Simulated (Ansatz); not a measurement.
Crystal: GaGe3.

```
Ge Ga
1.0
     4.27847    0.00000    0.00000
     0.00000    4.27847    0.00000
     0.00000    0.00000    4.27847
Ge Ga
3 1
Direct
  0.50000 0.50000 0.00000
  0.50000 0.00000 0.50000
  0.00000 0.50000 0.50000
  0.00000 0.00000 0.00000
```

The cell comes from a database or a generator and needn't be the stable form of this composition.

Base run:

| Item | Value |
| --- | --- |
| Program | Ansatz 0.2.0 |
| Functional | PBEsol |
| Potentials or basis | Ansatz PAW |
| Cutoff | 420 eV |
| Density cutoff | 1680 eV |
| k mesh | 6 × 6 × 6 |
| Occupations | fermi-dirac, width 0.05 eV |
| Spin | no spin polarisation |

Its results: band gap on the k mesh none (metal or under the smearing width); pressure -3.4 GPa.

Q: The run is repeated on the same cell with these changes: functional from PBEsol to LDA. What comes out?

A: Band gap on the k mesh none (metal or under the smearing width); pressure -4.9 GPa.

LDA binds more tightly than PBEsol, so the same cell stands under less pressure.

Caveats: the PAW data sets come from PBE, with cores solved anew for the run's functional, which leaves a small shift of forces and pressure.

Not every run made on this cell is shown here.
